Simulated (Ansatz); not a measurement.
MgMnNbO4 under changes of volume

One of the cells (11.803 Å³/atom); the others are scaled copies at fixed shape and fractional positions:

```
CELL_PARAMETERS angstrom
-2.08534 2.08754 4.74474
2.08534 -2.08754 4.74474
2.08534 2.08754 -4.74474
ATOMIC_POSITIONS crystal
Nb 0.00012 0.00012 0.00000
Mn 0.74909 0.24909 0.50000
Mg 0.25039 0.75040 0.50000
O 0.77550 0.77550 0.00000
O 0.01287 0.51287 0.50000
O 0.22477 0.22477 0.00000
O 0.48725 0.98725 0.50000
```

The cell comes from a database or a generator and needn't be the stable form of this composition.

* Program: Ansatz 0.2.0
* Functional: PBE
* Potentials or basis: Ansatz PAW
* Cutoff: 420 eV (not typed: the program's choice for these potentials)
* k mesh: 9 × 9 × 9
* Occupations: fermi-dirac, width 0.05 eV
* Spin: collinear spin, ferromagnetic start
* Starting moments: [0.0, 4.0, 0.0, 0.0, 0.0, 0.0, 0.0] μB

```tsv
volume (Å³/atom)	energy over the lowest point (meV/atom)	pressure (GPa)	moment (μB per cell)	largest force (eV/Å)
11.095	4.30	4.9	3.75	0.672
11.331	0.00	1.0	3.78	0.457
11.567	1.12	-2.4	3.80	0.250
11.803	7.08	-5.5	3.84	0.092
12.039	?	?	?	?
12.275	31.50	-10.9	3.89	0.298
12.511	49.18	-13.1	3.91	0.441
```

Problem. What does the run at 12.039 Å³/atom give?

Solution. Energy over the lowest point 17.34 meV/atom; pressure -8.3 GPa; moment 3.87 μB per cell; largest force 0.137 eV/Å.

Worked out: A Birch-Murnaghan fit of order 3 (a polynomial in V^(-2/3)) to the other rows has its minimum at 11.40 Å³/atom with B0 = V·E''(V) = 171 GPa and B' = 4.3 at fixed shape and positions, which overstates the stiffness. It gives 17.35 meV/atom at 12.039 Å³/atom, against the run's 17.34, and -dE/dV = -8.3 GPa, against -8.3. A straight line through the other rows of the moment, of slope 0.115 μB per Å³/atom, gives 3.86 μB, against the run's 3.87.

Energies are extrapolated to zero smearing.

Caveats: a cell with one magnetic atom can't hold antiferromagnetic order, which such compounds often take.
